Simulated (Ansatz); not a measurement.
# C₂H₂ClFGaN: a ladder of functionals and wavefunction methods

An exercise on one series of results from a longer session: the logs are not shown, and one member is left open.

Program: Ansatz 0.2.0, Gaussian basis. Level of theory: functionals in def2-TZVPP, the program's frozen cores in correlated methods. These are calculated values, not measurements.

Levels to be run: LDA (SPW92), PBE-D4, revPBE-D4, BLYP-D4, r2SCAN-D4, B97M-V, PBE0-D4, B3LYP-D4, r2SCANh-D4, r2SCAN0-D4, HSE06-D4, BHLYP-D4, CAM-B3LYP-D4, LC-ωPBE, ωB97X-V, ωB97M-V, B2PLYP, PBE-QIDH; CCSD(T)/def2-SVP; CCSD(T)/def2-TZVPP; MP2/def2-QZVPP; extrapolation to the limit; RPA on PBE.

### The geometry

The geometry comes from an earlier relaxation with PBE0-D4 in a triple-zeta def2 set; it is a stationary point, not always the lowest conformer.

SMILES `F[C]1=C[NH][Ga]1[Cl]`, 8 atoms, charge 0, spin multiplicity 1.

Atoms are counted from 1 here; the program's logs count them from 0.

Bond lengths: F1–C2 1.329 Å, C2–C3 1.348 Å, C2–Ga5 1.944 Å, C3–N4 1.418 Å, C3–H7 1.088 Å, N4–Ga5 1.920 Å, N4–H8 1.013 Å, Ga5–Cl6 2.114 Å. Angles: F1–C2–C3 127.3°, F1–C2–Ga5 144.3°, C3–C2–Ga5 87.6°, C2–C3–N4 112.5°, C2–C3–H7 126.4°, N4–C3–H7 121.0°, C3–N4–Ga5 86.6°, C3–N4–H8 114.2°, Ga5–N4–H8 124.4°, C2–Ga5–N4 73.0°, C2–Ga5–Cl6 152.8°, N4–Ga5–Cl6 134.1°.

The first run:

in.yaml reads:

```yaml
crystal:
  periodic: [false, false, false]
  atoms:
    - {symbol: F, position_ang: [2.293070, 0.927144, 0.221653]}
    - {symbol: C, position_ang: [1.042643, 0.487793, 0.126058]}
    - {symbol: C, position_ang: [0.623561, -0.792681, 0.150351]}
    - {symbol: N, position_ang: [-0.730787, -0.927612, -0.248098]}
    - {symbol: Ga, position_ang: [-0.776888, 0.989767, -0.339648]}
    - {symbol: Cl, position_ang: [-2.295981, 2.409558, -0.723336]}
    - {symbol: H, position_ang: [1.231956, -1.666642, 0.375874]}
    - {symbol: H, position_ang: [-1.295375, -1.484528, 0.381446]}
basis:
  gaussian: {orbitals: def2-TZVPP}
hamiltonian: {xc: lda}
output: {orbitals: {seedname: orbitals}}
```

Run with:

```sh
$ ansatz run in.yaml --threads 4 --pin off --events-out ev --progress --plain --max-ram 10444MiB
```

Steps of the session up to this table: LDA; PBE-D4 (GGA); revPBE-D4 (GGA); BLYP-D4 (GGA); r2SCAN-D4 (meta-GGA); B97M-V (meta-GGA); B3LYP-D4 (hybrid); r2SCANh-D4 (hybrid); r2SCAN0-D4 (hybrid); HSE06-D4 (hybrid); BHLYP-D4 (hybrid); CAM-B3LYP-D4 (range-separated); LC-ωPBE (range-separated); ωB97X-V (range-separated); ωB97M-V (range-separated); B2PLYP (double hybrid); PBE-QIDH (double hybrid).

One of the session's tables, all rows but one given; the rest of the session is left out.

It belongs to the step «Frontier levels by functional». 

| functional | HOMO (eV) | LUMO (eV) | gap (eV) |
| --- | --- | --- | --- |
| LDA (SPW92) | -5.21 | -2.67 | 2.54 |
| PBE-D4 | -5.00 | -2.37 | 2.63 |
| revPBE-D4 | -4.92 | -2.24 | 2.68 |
| BLYP-D4 | -4.87 | -2.29 | 2.58 |
| r2SCAN-D4 | -5.21 | -2.18 | 3.03 |
| B97M-V | -5.25 | -2.24 | 3.01 |
| PBE0-D4 | -6.19 | -1.56 | 4.64 |
| B3LYP-D4 | -5.99 | -1.81 | 4.17 |
| r2SCANh-D4 | ? | ? | ? |
| r2SCAN0-D4 | -6.34 | -1.45 | 4.89 |
| HSE06-D4 | -5.79 | -1.92 | 3.87 |
| BHLYP-D4 | -7.28 | -0.74 | 6.53 |
| CAM-B3LYP-D4 | -7.52 | -0.63 | 6.90 |
| LC-ωPBE | -8.82 | 0.54 | 9.35 |
| ωB97X-V | -8.47 | 0.42 | 8.89 |
| ωB97M-V | -8.39 | 0.24 | 8.63 |

Estimate the missing values for r2SCANh-D4.

Worked estimate for «HOMO (eV)». Against the share of exact exchange, r2SCAN-D4 (0, -5.21), r2SCAN0-D4 (0.25, -6.34) give a slope of -4.52 per unit share; at 0.1 the line stands at -5.66.

The run gave: HOMO (eV): -5.66; LUMO (eV): -1.89; gap (eV): 3.77. In «HOMO (eV)» the line misses by 0.00.
